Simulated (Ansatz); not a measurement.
# CH3ClOZn: basis-set convergence

How large a basis does CH3ClOZn need? Two functionals are run in growing sets.

Computed with Ansatz 0.2.0, Gaussian basis. Level: one geometry, several basis sets.

The runs, in order: PBE0-D4/def2-SVP; ωB97M-V/def2-SVP; PBE0-D4/def2-QZVPP; ωB97M-V/def2-QZVPP; the functionals' def2-TZVPP values are taken from earlier runs.

### Step 1. The relaxed structure

An earlier PBE0-D4 in a triple-zeta def2 set relaxation fixed the geometry.

7 atoms, charge 0, spin multiplicity 1.

Atoms are counted from 1 here; the program's logs count them from 0.

Bond lengths: C1–O2 1.402 Å, C1–H5 1.095 Å, C1–H6 1.098 Å, C1–H7 1.098 Å, O2–Zn3 1.763 Å, Zn3–Cl4 2.084 Å. Angles: O2–C1–H5 108.3°, O2–C1–H6 112.7°, O2–C1–H7 112.7°, H5–C1–H6 107.5°, H5–C1–H7 107.5°, H6–C1–H7 107.9°, C1–O2–Zn3 126.5°, O2–Zn3–Cl4 175.5°.

### Step 2. PBE0-D4 in def2-SVP

File in.yaml:

```yaml
crystal:
  periodic: [false, false, false]
  atoms:
    - {symbol: C, position_ang: [0.146267, 1.090184, 0.177241]}
    - {symbol: O, position_ang: [-0.537563, 0.111281, -0.558025]}
    - {symbol: Zn, position_ang: [-0.351599, -1.635236, -0.403938]}
    - {symbol: Cl, position_ang: [-0.245074, -3.715203, -0.339688]}
    - {symbol: H, position_ang: [-0.196851, 2.074159, -0.159003]}
    - {symbol: H, position_ang: [-0.048291, 1.023758, 1.255582]}
    - {symbol: H, position_ang: [1.233111, 1.051048, 0.027842]}
basis:
  gaussian: {orbitals: def2-SVP}
hamiltonian: {xc: pbe0, dispersion: d4}
output: {orbitals: {seedname: orbitals}}
```

Started as:

```bash
$ ansatz run in.yaml --threads 4 --pin off --events-out ev --progress --plain --max-ram 10444MiB
```

After this run come: ωB97M-V in def2-SVP; PBE0-D4 in def2-QZVPP; ωB97M-V in def2-QZVPP.

Q: Predict the results of all the runs planned. Wanted: PBE0-D4: double and triple zeta above quadruple; ωB97M-V: double and triple zeta above quadruple.

**Answer**, as computed:

| quantity | value |
| --- | --- |
| PBE0-D4: double and triple zeta above quadruple | 16.93, 1.81 eV |
| ωB97M-V: double and triple zeta above quadruple | 16.96, 1.74 eV |

PBE0-D4 gains 15.12 eV from double to triple zeta, then 1.81 eV more. These are total energies; as a rule much of such shifts cancels in differences, which this series doesn't test.
